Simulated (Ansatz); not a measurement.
**Molecular dynamics of NaB3H8**

Input file:

```yaml
accuracy: low
crystal:
  lattice:
    - [8.150837, 0.0, 0.0]
    - [0.0, 5.75012, 0.0]
    - [0.0, 0.0, 4.684846]
  atoms:
    - { symbol: Na, position: [0.45781487, 0.6193639, 0.6467116] }
    - { symbol: Na, position: [-0.03287289, 0.36747709, 0.19507367] }
    - { symbol: B, position: [0.39859233, 0.26716206, 0.03487766] }
    - { symbol: B, position: [0.62107236, 0.29894385, 0.05420453] }
    - { symbol: B, position: [0.13253267, 0.69446856, 0.57861032] }
    - { symbol: B, position: [0.92636511, 0.75547364, 0.46223547] }
    - { symbol: B, position: [0.52147095, 1.05247178, 0.18345475] }
    - { symbol: B, position: [0.02515937, -0.05012312, 0.67293439] }
    - { symbol: H, position: [0.34897776, 0.24176424, 0.78470384] }
    - { symbol: H, position: [0.67053132, 0.3053873, 0.81807788] }
    - { symbol: H, position: [0.22440181, 0.75671055, 0.38012433] }
    - { symbol: H, position: [0.93709394, 0.7212276, 0.20646882] }
    - { symbol: H, position: [0.36584758, 0.47746446, 0.13854372] }
    - { symbol: H, position: [0.69088296, 0.42795261, 0.21600933] }
    - { symbol: H, position: [0.16278643, 0.5132909, 0.70238328] }
    - { symbol: H, position: [0.82851245, 0.60855361, 0.56956934] }
    - { symbol: H, position: [0.32939917, 0.16341383, 0.22966361] }
    - { symbol: H, position: [0.67353341, 0.07802322, 0.13040438] }
    - { symbol: H, position: [0.17710521, 0.8587665, 0.77400162] }
    - { symbol: H, position: [0.88653464, 0.95424732, 0.51205159] }
    - { symbol: H, position: [0.52475726, 1.00190454, 0.4286953] }
    - { symbol: H, position: [-0.03018693, -0.02612528, 0.91882284] }
    - { symbol: H, position: [0.50269556, 0.87349978, 0.05060789] }
    - { symbol: H, position: [0.07640556, 0.14674961, 0.63363477] }
basis:
  ecutwfc: 420.0
kpoints:
  mp_grid: { grid: [2, 2, 2] }
hamiltonian:
  xc: pbesol
scf:
  occupations: { method: fermi_dirac, width: 0.05 }
  lower_state_search: "off"
md:
  timestep: 0.5
  n_steps: 400
  ensemble: nve
  temperature: 800.0
  initial_velocities: maxwell_boltzmann
  seed: 25997
```

Launched with:

```bash
$ ansatz run input.yaml --threads 1 --pin off --max-ram 3072MiB --backend cpu --events-out ev --progress --plain --runs-dir out
```

It goes on from the last frame of an earlier run, with new velocities.

Output, in part (step lines):

```
md step     0: t =     0.00 fs  T =   800.0 K  F+E_penalty+E_count = -4120.50355394 eV  E_kin = 2.378384 eV  conserved = -4118.12516996 eV  (7 SCF iters)
md step     1: t =     0.50 fs  T =   828.9 K  F+E_penalty+E_count = -4120.59017610 eV  E_kin = 2.464162 eV  conserved = -4118.12601423 eV  (7 SCF iters)
md step     2: t =     1.00 fs  T =   839.8 K  F+E_penalty+E_count = -4120.62296937 eV  E_kin = 2.496642 eV  conserved = -4118.12632704 eV  (7 SCF iters)
md step     3: t =     1.50 fs  T =   831.5 K  F+E_penalty+E_count = -4120.59797295 eV  E_kin = 2.472025 eV  conserved = -4118.12594813 eV  (7 SCF iters)
md step     4: t =     2.00 fs  T =   806.3 K  F+E_penalty+E_count = -4120.52211058 eV  E_kin = 2.397231 eV  conserved = -4118.12487953 eV  (7 SCF iters)
md step     5: t =     2.50 fs  T =   770.1 K  F+E_penalty+E_count = -4120.41291717 eV  E_kin = 2.289555 eV  conserved = -4118.12336196 eV  (4 SCF iters)
md step     6: t =     3.00 fs  T =   730.9 K  F+E_penalty+E_count = -4120.29477075 eV  E_kin = 2.172966 eV  conserved = -4118.12180508 eV  (3 SCF iters)
md step     7: t =     3.50 fs  T =   697.0 K  F+E_penalty+E_count = -4120.19265248 eV  E_kin = 2.072042 eV  conserved = -4118.12061070 eV  (3 SCF iters)
[... lines left out ...]
md step   400: t =   200.00 fs  T =   662.4 K  F+E_penalty+E_count = -4120.09464024 eV  E_kin = 1.969249 eV  conserved = -4118.12539133 eV  (7 SCF iters)
```

The steps, from the saved trajectory:

| time (fs) | T (K) | potential energy less start (eV) | conserved less start (meV/atom) |
| --- | --- | --- | --- |
| 0.0 | 800 | 0.000 | 0.00 |
| 6.5 | 716 | 0.249 | 0.02 |
| 13.0 | 660 | 0.417 | 0.07 |
| 19.5 | 675 | 0.374 | 0.09 |
| 26.0 | 628 | 0.516 | 0.21 |
| 32.5 | 684 | 0.350 | 0.17 |
| 39.0 | 549 | 0.753 | 0.27 |
| 45.5 | 668 | 0.398 | 0.24 |
| 52.0 | 583 | 0.650 | 0.18 |
| 58.5 | 743 | 0.173 | 0.13 |
| 65.0 | 542 | 0.769 | 0.16 |
| 71.5 | 781 | 0.054 | -0.08 |
| 78.0 | 538 | 0.781 | 0.10 |
| 84.5 | 728 | 0.214 | -0.06 |
| 91.0 | 667 | 0.398 | 0.06 |
| 97.5 | 672 | 0.382 | 0.09 |
| 104.0 | 657 | 0.425 | -0.03 |
| 110.5 | 624 | 0.524 | 0.08 |
| 117.0 | 596 | 0.609 | 0.03 |
| 123.5 | 587 | 0.636 | 0.12 |
| 130.0 | 563 | 0.706 | 0.11 |
| 136.5 | 515 | 0.852 | 0.17 |
| 143.0 | 676 | 0.370 | 0.06 |
| 149.5 | 496 | 0.909 | 0.18 |
| 156.0 | 614 | 0.557 | 0.22 |
| 162.5 | 516 | 0.850 | 0.25 |
| 169.0 | 614 | 0.558 | 0.26 |
| 175.5 | 557 | 0.727 | 0.19 |
| 182.0 | 666 | 0.402 | 0.09 |
| 188.5 | 636 | 0.489 | 0.09 |
| 195.0 | 575 | 0.668 | 0.00 |

The run went to its last step. The conserved energy stayed within 0.27 meV per atom of its start (net change -0.0092 meV per atom), so the integration is sound. A run of 0.2 ps of so small a system gives no equilibrium averages. Limits of this set-up: coarse k mesh, low accuracy level.

Mean squared displacements from the first frame to the last, about the centre of mass: Na 0.61 Å², B 0.47 Å², H 1.56 Å².

Last frame:

```xyz
24
Lattice="8.1508 0.0000 0.0000 0.0000 5.7501 0.0000 0.0000 0.0000 4.6848" Properties=species:S:1:pos:R:3
Na 3.600 3.406 2.742
Na 0.550 2.603 0.483
B 3.338 1.205 -0.062
B 4.863 1.667 0.404
B 0.723 4.013 3.004
B 7.059 4.353 3.522
B 4.368 5.699 0.649
B -0.047 -0.087 3.037
H 2.846 1.292 3.573
H 5.640 2.025 4.203
H 1.399 4.815 2.385
H 6.197 4.180 2.676
H 2.498 1.578 0.819
H 4.866 2.432 1.389
H 0.391 3.132 2.240
H 6.761 3.921 4.697
H 2.974 0.100 0.312
H 5.442 0.705 1.035
H 1.518 3.567 3.686
H 6.935 5.649 3.731
H 3.897 5.250 1.746
H 0.617 0.543 3.856
H 4.645 4.797 -0.213
H -0.466 0.413 1.977
```

Run time: 15 min on 1 thread of Arm Neoverse V1, with other jobs on the host, peak memory 0.47 GiB.
